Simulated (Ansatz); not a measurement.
**CH9NSSi2: one species, many methods**

An exercise on one series of results from a longer session: the logs are not shown, and one member is left open.

Method: functionals in def2-TZVPP, the program's frozen cores in correlated methods; program: Ansatz 0.2.0, Gaussian basis.

Levels to be run: PBE-D4, r2SCAN-D4, PBE0-D4, B3LYP-D4, ωB97X-V, ωB97M-V, B2PLYP; CCSD(T)/def2-TZVPP; MP2/def2-QZVPP; extrapolation to the limit.

**Structure used throughout**

The geometry comes from an earlier relaxation with PBE0-D4 in a triple-zeta def2 set; it is a stationary point, not always the lowest conformer.

SMILES `NC([SiH3])S[SiH3]`, 14 atoms, charge 0, spin multiplicity 1.

Atoms are counted from 1 here; the program's logs count them from 0.

Bond lengths: N1–C2 1.427 Å, N1–H6 1.013 Å, N1–H7 1.012 Å, C2–Si3 1.891 Å, C2–S4 1.882 Å, C2–H8 1.093 Å, Si3–H9 1.483 Å, Si3–H10 1.488 Å, Si3–H11 1.487 Å, S4–Si5 2.124 Å, Si5–H12 1.487 Å, Si5–H13 1.489 Å, Si5–H14 1.483 Å. Angles: C2–N1–H6 112.4°, C2–N1–H7 112.4°, H6–N1–H7 108.3°, N1–C2–Si3 111.1°, N1–C2–S4 112.9°, N1–C2–H8 108.9°, Si3–C2–S4 107.5°, Si3–C2–H8 110.0°, S4–C2–H8 106.3°, C2–Si3–H9 109.7°, C2–Si3–H10 110.7°, C2–Si3–H11 107.4°, H9–Si3–H10 109.6°, H9–Si3–H11 110.2°, H10–Si3–H11 109.4°, C2–S4–Si5 101.1°, S4–Si5–H12 112.5°, S4–Si5–H13 109.8° and more.

Set-up of the first run:

Input file in.yaml:

```yaml
crystal:
  periodic: [false, false, false]
  atoms:
    - {symbol: N, position_ang: [-2.079333, 0.149283, 0.645108]}
    - {symbol: C, position_ang: [-0.770969, -0.068564, 0.119768]}
    - {symbol: Si, position_ang: [-0.066284, -1.721618, 0.709680]}
    - {symbol: S, position_ang: [0.450054, 1.274568, 0.615186]}
    - {symbol: Si, position_ang: [1.662879, 1.386591, -1.124395]}
    - {symbol: H, position_ang: [-2.471823, 1.034305, 0.348348]}
    - {symbol: H, position_ang: [-2.099230, 0.115056, 1.655987]}
    - {symbol: H, position_ang: [-0.820019, -0.050809, -0.972465]}
    - {symbol: H, position_ang: [1.321963, -1.878776, 0.211377]}
    - {symbol: H, position_ang: [-0.901580, -2.852146, 0.222937]}
    - {symbol: H, position_ang: [-0.078145, -1.704328, 2.196308]}
    - {symbol: H, position_ang: [2.484845, 0.163963, -1.325002]}
    - {symbol: H, position_ang: [0.803495, 1.562241, -2.327227]}
    - {symbol: H, position_ang: [2.551247, 2.560933, -0.946910]}
basis:
  gaussian: {orbitals: def2-TZVPP}
hamiltonian: {xc: pbe, dispersion: d4}
output: {forces: true, orbitals: {seedname: orbitals}}
```

Command:

```sh
ansatz run in.yaml --threads 2 --pin off --events-out ev --progress --plain --max-ram 22528MiB --backend cuda --devices 0, --max-vram 18GiB
```

Among the steps run: PBE-D4 (GGA); r2SCAN-D4 (meta-GGA); PBE0-D4 (hybrid); B3LYP-D4 (hybrid); ωB97X-V (range-separated); ωB97M-V (range-separated); B2PLYP (double hybrid); CCSD(T) in def2-TZVPP; MP2 in def2-QZVPP.

One table of the session follows, with a row left open; its other results are not shown here.

```
            method  atomisation energy (kJ/mol)
            PBE-D4                       4524.0
         r2SCAN-D4                       4487.7
           PBE0-D4                       4473.2
          B3LYP-D4                       4498.3
           ωB97X-V                       4529.2
           ωB97M-V                       4512.8
            B2PLYP                       4424.7
     HF/def2-TZVPP                            ?
    MP2/def2-TZVPP                       4374.7
   CCSD/def2-TZVPP                       4303.0
CCSD(T)/def2-TZVPP                       4364.0
           MP2/CBS                       4507.8
       CCSD(T)/CBS                       4497.1
```

Estimate the missing values for HF/def2-TZVPP.

**Answer.** atomisation energy (kJ/mol): 3234.6. In the column «atomisation energy (kJ/mol)» it is the lowest.

To keep in mind: Free atoms (1 N, 1 C, 2 Si, 1 S, 9 H) were run apart at each level; the atomisation energy is their sum less the molecule, without zero-point or spin-orbit terms.
